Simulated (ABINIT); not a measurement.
Runs of ABINIT 10.8.3 (patched build) on Ta3N. Symmetry: P-3m1, No. 164, trigonal system. The conventional cell has a = 3.032 Å, b = 3.032 Å, c = 7.524 Å, α = 90.00°, β = 90.00°, γ = 120.00°. Ta (site symmetry 3m) is surrounded by 3 N at 2.19 Å. Ta (site symmetry -3m) has 12 Ta at 3.01 to 3.03 Å as nearest neighbours. N (site symmetry -3m) has 6 Ta at 2.19 Å as nearest neighbours. The cell comes from a database or a generator and needn't be the stable form of this composition.

```csv
task,level,potentials or basis,cell,k mesh,cutoff (eV),fine-grid cutoff,cell freedom (optcell),cutoff smearing ecutsm (Ha),optimiser (ionmov),force stop (Ha/bohr),mesh quality,gap on the mesh (eV),pressure (GPa),relaxed volume (Å³/atom),largest force (eV/Å)
band structure,LDA,JTH PAW LDA v2.0,as given,10 × 10 × 4,707,1306.15 eV,-,-,-,-,not flagged,none,(a),-,(b)
relaxation of cell and atoms,LDA,JTH PAW LDA v2.0,relaxed,8 × 8 × 3,707,1306.15 eV,2,0.5,22,5e-05,not flagged,none,0.0,14.21,-
single point,PBE,JTH PAW PBE v2.0,as given,10 × 10 × 4,707,1306.15 eV,-,-,-,-,not flagged,none,-0.8,-,0.13
relaxation of cell and atoms,PBEsol,PseudoDojo NC SR PBEsol v0.4.1 standard,relaxed,6 × 6 × 2,1143,-,2,0.5,22,5e-05,coarse,none,0.0,14.51,-
band structure,TB-mBJ,JTH PAW LDA v2.0,as given,6 × 6 × 2,844,1442.2 eV,-,-,-,-,coarse,none,-,-,-
single point,PBEsol,PseudoDojo NC SR PBEsol v0.4.1 standard,as given,10 × 10 × 4,1143,-,-,-,-,-,not flagged,none,-8.1,-,0.40
```

Alike in all rows: no spin polarisation; smearing fermi-dirac 0.05 eV.

**Question.** Fill in the values left out.

**Answer.** (a) -13.7; (b) 0.56.

Caveats: some runs use coarse meshes; the constant c of TB-mBJ comes from the pseudo density here, which moves gaps by up to 0.3 eV between sets of potentials (some runs); the PAW data sets were made with another functional, which shifts forces and pressure a little (some runs).

A k mesh can miss the band edges, and the runs leave out spin-orbit coupling on Ta.

A gap of «none» marks a metal or a gap under the smearing width.

Not every run made on this cell is shown here.
